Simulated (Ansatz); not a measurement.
# CH3O3Re: small, medium and large basis sets

An exercise on one series of results from a longer session: the logs are not shown, and one member is left open.

Method: one geometry, several basis sets; program: Ansatz 0.2.0, Gaussian basis.

The runs, in order: PBE0-D4/def2-SVP; ωB97M-V/def2-SVP; PBE0-D4/def2-QZVPP; ωB97M-V/def2-QZVPP; the functionals' def2-TZVPP values are taken from earlier runs.

### The relaxed structure

All runs share one geometry, relaxed beforehand with PBE0-D4 in a triple-zeta def2 set. Re takes the def2 core potential; no spin-orbit term is included.

8 atoms, charge 0, spin multiplicity 1.

Atoms are counted from 1 here; the program's logs count them from 0.

Bond lengths: C1–Re2 2.074 Å, C1–H6 1.092 Å, C1–H7 1.092 Å, C1–H8 1.092 Å, Re2–O3 1.695 Å, Re2–O4 1.695 Å, Re2–O5 1.695 Å. Angles: Re2–C1–H6 109.1°, Re2–C1–H7 109.1°, Re2–C1–H8 109.1°, H6–C1–H7 109.9°, H6–C1–H8 109.9°, H7–C1–H8 109.9°, C1–Re2–O3 105.9°, C1–Re2–O4 105.9°, C1–Re2–O5 105.9°, O3–Re2–O4 112.8°, O3–Re2–O5 112.8°, O4–Re2–O5 112.8°.

The first run:

in.yaml

```yaml
crystal:
  periodic: [false, false, false]
  atoms:
    - {symbol: C, position_ang: [-0.854917, -0.091610, 0.649838]}
    - {symbol: Re, position_ang: [0.790258, 0.084686, -0.600693]}
    - {symbol: O, position_ang: [1.995684, -0.897311, 0.075540]}
    - {symbol: O, position_ang: [0.277839, -0.459021, -2.122689]}
    - {symbol: O, position_ang: [1.203835, 1.728947, -0.596048]}
    - {symbol: H, position_ang: [-1.165746, -1.137524, 0.684431]}
    - {symbol: H, position_ang: [-0.579878, 0.247363, 1.650437]}
    - {symbol: H, position_ang: [-1.667075, 0.524460, 0.259194]}
basis:
  gaussian: {orbitals: def2-SVP}
hamiltonian: {xc: pbe0, dispersion: d4}
output: {orbitals: {seedname: orbitals}}
```

The run is started by

```bash
ansatz run in.yaml --threads 4 --pin off --events-out ev --progress --plain --max-ram 10444MiB
```

Steps of the session up to this table: PBE0-D4 in def2-SVP; ωB97M-V in def2-SVP; PBE0-D4 in def2-QZVPP; ωB97M-V in def2-QZVPP.

One table of the session follows, with a row left open; its other results are not shown here.

It belongs to the step «Density functionals: the series». 

| functional | basis | HOMO (eV) | LUMO (eV) |
| --- | --- | --- | --- |
| PBE0-D4 | def2-SVP | -9.74 | -2.89 |
| PBE0-D4 | def2-TZVPP | -9.69 | -2.85 |
| PBE0-D4 | def2-QZVPP | ? | ? |
| ωB97M-V | def2-SVP | -12.10 | -0.69 |
| ωB97M-V | def2-TZVPP | -12.05 | -0.66 |
| ωB97M-V | def2-QZVPP | -12.08 | -0.70 |

Q: Estimate the row for PBE0-D4, def2-QZVPP from the others.

**Answer.** HOMO (eV): -9.71; LUMO (eV): -2.88. In the column «HOMO (eV)» it lies between PBE0-D4, def2-SVP (-9.74) and PBE0-D4, def2-TZVPP (-9.69).
